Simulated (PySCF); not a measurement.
# CuBr−: from the state search to spectroscopic constants

What are the lowest state that PBE0 finds, the bond length, vibrational wavenumber and bond energy of CuBr−, and how much do these hang on the method?

Computed with PySCF 2.14.0. Level: Cu def2-TZVPPD, Br def2-TZVPPD, no relativity.

## (1) Input

Settings of the job:

* atoms: Cu, Br
* charge: -1
* basis: Cu def2-TZVPPD, Br def2-TZVPPD
* Hamiltonian: no relativity
* basis functions: 124
* electrons treated: 65
* masses in u: 62.9296, 78.9183
* levels: PBE0, PBE, r²SCAN, BHandHLYP, BLYP, revPBE, LDA, M06-L, ωB97X-V, HF, MP2, SCS-MP2
* grid: 80 radial by 434 angular points
* occupations: held fixed by the projection of orbital angular momentum
* dissociation limit: Cu + Br−, each in its ground configuration
* starting distance in angstrom: 2.350
* values of 2S to try: 1, 3

On the command line:

```bash
$ OMP_NUM_THREADS=2 python dia.py task.json out
```

After this run come: The PBE0 curve of the state that the search chose; PBE (GGA); r²SCAN (meta-GGA); BHandHLYP; BLYP; revPBE (GGA); LDA (local density); M06-L; ωB97X-V (range-separated hybrid); UHF.

Before running it: what results should come out? Wanted: for each run, Re; ωe; De; μ.

As calculated:

Lowest PBE0 solution found, without spin–orbit coupling: ²Σ⁺ (doublet), unpaired electrons σ ↑.

| level | Re (Å) | ωe (cm⁻¹) | De (eV) | μ (D) |
| --- | --- | --- | --- | --- |
| UHF | 2.510 | 164.3 | 0.87 | 1.78 |
| UHF-MP2 | 2.301 | 224.3 | 1.30 | n/a |
| UHF-SCS-MP2 | 2.342 | 210.2 | 1.19 | n/a |
| LDA | 2.265 | 242.1 | 1.79 | 1.84 |
| PBE | 2.347 | 209.5 | 1.38 | 1.71 |
| revPBE | 2.376 | 197.4 | 1.20 | 1.67 |
| BLYP | 2.400 | 190.6 | 1.17 | 1.37 |
| r²SCAN | 2.323 | 220.4 | 1.50 | 1.89 |
| M06-L | 2.360 | 207.1 | 1.39 | 2.16 |
| PBE0 | 2.355 | 205.9 | 1.25 | 1.76 |
| BHandHLYP | 2.413 | 187.5 | 1.03 | 1.39 |
| ωB97X-V | 2.356 | 209.8 | 1.27 | 1.86 |

De is counted to Cu + Br− in their ground configurations. A positive dipole points from Cu to Br; in an ion it is taken about the centre of mass and does not tell which atom is negative.

In words: Bond lengths run from 2.265 Å (LDA) to 2.510 Å (UHF). Of the levels with a De here, UHF gives the least (0.87 eV) and LDA the most (1.79 eV).

Correlated steps freeze 14 core orbitals. The state is the lowest single determinant that the PBE0 search found; with open d or f shells the true ground state can be another one. At some levels the lowest empty orbital lies below the highest filled one (the two can be of opposite spin). With some functionals the highest level of the anion is positive, from self-interaction error or because the anion is truly unbound there; the finite basis then holds the extra electron, and no neutral molecule was run to test the binding.
